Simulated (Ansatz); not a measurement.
**F₂H₃O₃Ta: basis-set convergence**

How large a basis does F₂H₃O₃Ta need? Two functionals are run in growing sets.

The runs use Ansatz 0.2.0, Gaussian basis; one geometry, several basis sets.

The runs, in order: PBE0-D4/def2-SVP; ωB97M-V/def2-SVP; PBE0-D4/def2-QZVPP; ωB97M-V/def2-QZVPP; the functionals' def2-TZVPP values are taken from earlier runs.

### Step 1. The relaxed structure

All runs share one geometry, relaxed beforehand with PBE0-D4 in a triple-zeta def2 set. Ta takes the def2 core potential; no spin-orbit term is included.

9 atoms, charge 0, spin multiplicity 1.

Atoms are counted from 1 here; the program's logs count them from 0.

Bond lengths: O1–Ta2 1.887 Å, O1–H7 0.960 Å, Ta2–O3 1.897 Å, Ta2–O4 1.912 Å, Ta2–F5 1.906 Å, Ta2–F6 1.871 Å, O3–H8 0.956 Å, O4–H9 0.956 Å. Angles: Ta2–O1–H7 121.9°, O1–Ta2–O3 95.7°, O1–Ta2–O4 95.5°, O1–Ta2–F5 117.3°, O1–Ta2–F6 111.9°, O3–Ta2–O4 166.2°, O3–Ta2–F5 84.4°, O3–Ta2–F6 92.2°, O4–Ta2–F5 83.4°, O4–Ta2–F6 91.0°, F5–Ta2–F6 130.8°, Ta2–O3–H8 138.7°, Ta2–O4–H9 134.5°.

### Step 2. PBE0-D4 in def2-SVP

The input, in.yaml:

```yaml
crystal:
  periodic: [false, false, false]
  atoms:
    - {symbol: O, position_ang: [0.432340, -1.711180, 0.173091]}
    - {symbol: Ta, position_ang: [0.137061, 0.152883, 0.149068]}
    - {symbol: O, position_ang: [1.825918, 0.602237, -0.589338]}
    - {symbol: O, position_ang: [-1.708203, 0.051866, 0.637638]}
    - {symbol: F, position_ang: [-0.557403, 0.907080, -1.457934]}
    - {symbol: F, position_ang: [0.561314, 0.947923, 1.789029]}
    - {symbol: H, position_ang: [-0.253476, -2.330942, 0.433855]}
    - {symbol: H, position_ang: [2.178507, 1.021499, -1.372212]}
    - {symbol: H, position_ang: [-2.527660, 0.312333, 0.219604]}
basis:
  gaussian: {orbitals: def2-SVP}
hamiltonian: {xc: pbe0, dispersion: d4}
output: {orbitals: {seedname: orbitals}}
```

On the command line:

```sh
$ ansatz run in.yaml --threads 4 --pin off --events-out ev --progress --plain --max-ram 11315MiB
```

Further steps of the session: ωB97M-V in def2-SVP; PBE0-D4 in def2-QZVPP; ωB97M-V in def2-QZVPP.

Before running them: what should the planned runs give, taken together? Wanted: PBE0-D4: double and triple zeta above quadruple; ωB97M-V: double and triple zeta above quadruple.

The runs gave:

```
                                       quantity           value
PBE0-D4: double and triple zeta above quadruple  15.63, 0.65 eV
ωB97M-V: double and triple zeta above quadruple  15.93, 0.61 eV
```

**Reading.** PBE0-D4 gains 14.98 eV from double to triple zeta, then 0.65 eV more. These are total energies; as a rule much of such shifts cancels in differences, which this series doesn't test. The LUMO of ωB97M-V is positive and keeps falling with the basis (1.14 to 0.51 eV): an unbound level that the basis holds in place.
